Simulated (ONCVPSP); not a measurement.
# P: generating and testing an ONCV potential

Aim: build the potential from the settings below, then test how well it stands in for the atom: other configurations, scattering, ghost states and the plane-wave cutoff that it needs.

Program: ONCVPSP 4.0.1.1 (patched build). Reference atom: PBEsol, scalar-relativistic, spherical and spin-unpolarised. All values are calculated.

## 1. Settings

The settings as typed:

| Property | Result |
| --- | --- |
| element | phosphorus (P, Z = 15) |
| type | optimised norm-conserving Vanderbilt (ONCV) |
| frozen core | [Ne] |
| valence charge | 5 |
| reference configuration | 3s2 3p3 |
| partial waves | 3s: rc 1.55 bohr, ncon 3, nbas 8, qcut 3.8 1/bohr, 2 projectors, debl 3.7 Ha; 3p: rc 1.65 bohr, ncon 4, nbas 8, qcut 5.9 1/bohr, 1 projector; d scattering state at 0.2 Ha: rc 1.65 bohr, ncon 4, nbas 7, qcut 5.4 1/bohr, 2 projectors, debl 1.2 Ha |
| local potential | polynomial inside 1.50 bohr (lpopt 5, dvloc0 6 Ha) |
| core correction | polynomial model core, fcfact 0.55 |

The nodes and maxima of the atom's own shells, from an earlier all-electron run, set the scale for the radii.

All-electron outer shells of the reference configuration (PBEsol, scalar-relativistic, ld1.x):

```csv
shell,level (eV),outermost node (bohr),outermost maximum (bohr)
2s,-173.57,0.14,0.42
2p,-124.33,–,0.36
3s,-13.92,0.66,1.58
3p,-5.48,0.64,1.83
```

## 2. Generation

Input file P.dat:

```
# ATOM AND REFERENCE CONFIGURATION
# atsym  z   nc   nv     iexc    psfile
  P 15.00    3    2  -116133      upf
#
#   n    l    f
    1    0    2.00
    2    0    2.00
    2    1    6.00
    3    0    2.00
    3    1    3.00
#
# PSEUDOPOTENTIAL AND OPTIMIZATION
# lmax
    2
#
#   l,   rc,      ep,       ncon, nbas, qcut
    0    1.55    0.00    3    8    3.80
    1    1.65    0.00    4    8    5.90
    2    1.65    0.20    4    7    5.40
#
# LOCAL POTENTIAL
# lloc, lpopt,  rc(5),   dvloc0
    4    5    1.50    6.00
#
# VANDERBILT-KLEINMAN-BYLANDER PROJECTORs
# l, nproj, debl
    0    2    3.70
    1    1    0.60
    2    2    1.20
#
# MODEL CORE CHARGE
# icmod, fcfact, rcfact
    1    0.55    0.00
#
# LOG DERIVATIVE ANALYSIS
# epsh1, epsh2, depsh
   -2.00    5.00    0.02
#
# OUTPUT GRID
# rlmax, drl
    6.00    0.01
#
# TEST CONFIGURATIONS
# ncnf
    4
# nvcnf
#   n    l    f
    2
    3    0    2.00
    3    1    2.00
#
    2
    3    0    2.00
    3    1    1.00
#
    2
    3    0    2.00
    3    1    0.00
#
    2
    3    0    0.00
    3    1    5.00
#
```

Run with:

```sh
$ oncvpsp.x < P.dat > P.out
```

Before running it: what results should come out? Wanted: cutoffs for 1 and 0.1 mHa per electron, occupied waves; bound ghosts; GHOST(+) flags; largest test error; largest phase difference near zero energy, channels read; rms error of d²Exc/dn², without and with the model core.

As calculated:

```
                                                quantity                 value
  cutoffs for 1 and 0.1 mHa per electron, occupied waves       17 Ha and 78 Ha
                                            bound ghosts            none found
                                          GHOST(+) flags    none at low energy
                            largest test error (AE − PS)  +70 meV, for 3s2 3p0
largest phase difference near zero energy, channels read             0.003 rad
 rms error of d²Exc/dn², without and with the model core     1.87 and 0.33 mHa
```

The worst unpolarised test, 3s2 3p0, is off by 70 meV on 58.5 eV; by total energies transferability rates as fair. That test lies far up in energy; among those under 40 eV, nearer to bonding, the largest error is 21 meV. By its cutoff, 17 Ha for the looser tolerance, it is soft on the atom at that tolerance. The tighter tolerance needs 78 Ha, and converged work needs a cutoff nearer that. At the looser tolerance the 3s wave is the slowest; 3p needs 6 Ha. The program's ghost test flags no bound state. Near zero energy the phases of the channels with partial waves agree within 0.003 rad. All of this concerns the isolated atom, not yet a solid.
